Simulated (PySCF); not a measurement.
# NaSe: the SCF solver's settings

The same problem is solved with other solver options, one edit a run.

Method: each script names its method and basis; program: PySCF 2.14.0.

### Step 1. The system as given

NaSe: 2 atoms, charge 0, spin multiplicity 2.

Bond lengths: Na1–Se2 2.877 Å.

### Step 2. The base run

The input, input.py:

```python
from pyscf import gto, scf, mp

mol = gto.M(
    atom='Na 0 0 0; Se 0 0 2.877',
    basis='x2c-svpall',
    charge=0,
    spin=1,
    verbose=4,
)
mf = scf.UHF(mol)
mf = mf.sfx2c1e()
mf.kernel()
mp.MP2(mf, frozen=10).kernel()
mf.dip_moment()
print('orbital energies (hartree):', [e[max(0, n-3):n+3].round(4) for e, n in zip(mf.mo_energy, mol.nelec)])
```

On the command line:

```console
OMP_NUM_THREADS=1 python input.py
```

The log of this run is left out.

It gives: E(SCF) = -2589.699808 Eh, 11 cycles, E(MP2) − E(SCF) = -0.21850 Eh, ⟨S²⟩ = 0.761, μ = 9.85 D (of the SCF density).

The bond length is a typed value, not an optimised one.

### Step 3. Smearing width 0.05 hartree

Variant 1 changes smearing width: none → 0.05 hartree; step after the SCF: mp2 → none.

The input, input.py:

```python
from pyscf import gto, scf

mol = gto.M(
    atom='Na 0 0 0; Se 0 0 2.877',
    basis='x2c-svpall',
    charge=0,
    spin=1,
    verbose=4,
)
mf = scf.UHF(mol)
mf = mf.sfx2c1e()
mf = scf.addons.smearing_(mf, sigma=0.05, method='fermi')
mf.kernel()
mf.dip_moment()
print('orbital energies (hartree):', [e[max(0, n-3):n+3].round(4) for e, n in zip(mf.mo_energy, mol.nelec)])
```

On the command line:

```console
OMP_NUM_THREADS=1 python input.py
```

### Step 4. Convergence threshold 1e-16 hartree

Variant 2 changes convergence threshold: default → 1e-16 hartree.

Changes to input.py since step 2:

```diff
@@ -11,2 +11,3 @@
 mf = mf.sfx2c1e()
+mf.conv_tol = 1e-16
 mf.kernel()
```

### Step 5. Convergence threshold 1e-13 hartree

Variant 3 changes convergence threshold: default → 1e-13 hartree.

Changes to input.py since step 2:

```diff
@@ -11,2 +11,3 @@
 mf = mf.sfx2c1e()
+mf.conv_tol = 1e-13
 mf.kernel()
```

### Step 6. Initial guess sap

Variant 4 changes initial guess: minao → sap.

Changes to input.py since step 2:

```diff
@@ -11,2 +11,3 @@
 mf = mf.sfx2c1e()
+mf.init_guess = 'sap'
 mf.kernel()
```

### Step 7. Second-order solver on

Variant 5 changes second-order solver: off → on.

Changes to input.py since step 2:

```diff
@@ -11,2 +11,3 @@
 mf = mf.sfx2c1e()
+mf = mf.newton()
 mf.kernel()
```

### Step 8. DIIS space 12

Variant 6 changes DIIS space: default → 12.

Changes to input.py since step 2:

```diff
@@ -11,2 +11,3 @@
 mf = mf.sfx2c1e()
+mf.diis_space = 12
 mf.kernel()
```

Q: Predict the outcome of this session. Wanted: for each run, E(SCF); from base; gap, α spin; SCF dipole; after the SCF.

As calculated:

| run | E(SCF) (hartree) | from base (eV) | cycles | gap, α spin (eV) | SCF dipole (D) | after the SCF |
| --- | --- | --- | --- | --- | --- | --- |
| base | -2589.699808 | 0 | 11 | 6.85 | 9.85 | MP2 correlation -5.946 eV, core frozen |
| smearing width 0.05 hartree | -2589.510932 | not comparable | 13 | n/a | 7.54 | n/a |
| convergence threshold 1e-16 hartree | -2589.699808 | 0.0000 | 20 | 6.85 | 9.85 | MP2 correlation -5.946 eV, core frozen |
| convergence threshold 1e-13 hartree | -2589.699808 | 0.0000 | 18 | 6.85 | 9.85 | MP2 correlation -5.946 eV, core frozen |
| initial guess sap | -2589.699808 | 0.0000 | 11 | 6.85 | 9.85 | MP2 correlation -5.946 eV, core frozen |
| second-order solver on | -2589.699808 | 0.0000 | 3 macro | 6.85 | 9.85 | MP2 correlation -5.946 eV, core frozen |
| DIIS space 12 | -2589.699808 | 0.0000 | 11 | 6.85 | 9.85 | MP2 correlation -5.946 eV, core frozen |

Distance from each run's final energy (log10 hartree) by cycle:

| run | cycle 1 | cycle 2 | cycle 3 | cycle 5 | cycle 8 | cycle 12 |
| --- | --- | --- | --- | --- | --- | --- |
| base | -1.8 | -2.8 | -3.6 | -4.7 | -6.6 | done |
| smearing width 0.05 hartree | -2.9 | -1.3 | -2.7 | -2.9 | -4.8 | -8.2 |
| convergence threshold 1e-16 hartree | -1.8 | -2.8 | -3.6 | -4.7 | -6.6 | -11.0 |
| convergence threshold 1e-13 hartree | -1.8 | -2.8 | -3.6 | -4.7 | -6.6 | -11.0 |
| initial guess sap | -1.1 | -1.8 | -3.1 | -4.5 | -6.2 | done |
| second-order solver on | -5.3 | < -11 | < -11 | done | done | done |
| DIIS space 12 | -1.8 | -2.8 | -3.6 | -4.7 | -6.6 | done |

In words: No change of the SCF energy comes from convergence threshold 1e-16 hartree or convergence threshold 1e-13 hartree or initial guess sap or second-order solver on or DIIS space 12. With initial guess sap, DIIS space 12 the path hardly changes: 11 cycles against 11.
